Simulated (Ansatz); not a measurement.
# WC+ (octet): from Hartree-Fock to the top rungs, def2-TZVPP

One table from this session's results is given with a row withheld; the runs are named, their logs left out.

The runs use Ansatz 0.2.0, Gaussian basis; def2-TZVPP, core rule «outside noble gas», up to 5 orbitals frozen.

The runs, in order: UHF; ROHF; CCSD(T) on UHF.

**The geometry**

The geometry is a PBE0/def2-TZVP stationary point (not a proven minimum) of the parent state, kept for this charge and spin. No spin-orbit coupling is included. Elements past krypton take def2 core potentials.

2 atoms, charge 1, spin multiplicity 8.

Atoms are counted from 1 here; the program's logs count them from 0.

Bond lengths: W1–C2 1.838 Å.

Set-up of the first run:

Input file in.yaml:

```yaml
crystal:
  periodic: [false, false, false]
  atoms:
    - {symbol: W, position_ang: [0.000000, 0.000000, 0.000000]}
    - {symbol: C, position_ang: [0.000000, 0.000000, 1.837600]}
basis:
  gaussian: {orbitals: def2-TZVPP}
total_charge: 1
magnetization: {spin_polarized: true, initial_magnetization: 7}
hamiltonian: {xc: hf}
output: {orbitals: {seedname: orbitals}}
```

Command:

```bash
ansatz run in.yaml --threads 1 --pin off --events-out ev --progress --plain --max-ram 4096MiB --backend cpu
```

Steps of the session up to this table: UHF; ROHF; CCSD(T) on UHF.

One of the session's tables, all rows but one given; the rest of the session is left out.

| method | from UCCSD(T) (kJ/mol) |
| --- | --- |
| ROHF | ? |
| UHF | +471.6 |
| UMP2 | +70.6 |
| UCCSD | +18.5 |
| UCCSD(T) | 0 |

**Question.** Estimate the row for ROHF.

**Answer.** from UCCSD(T) (kJ/mol): +486.2. In the column «from UCCSD(T) (kJ/mol)» it is the highest.
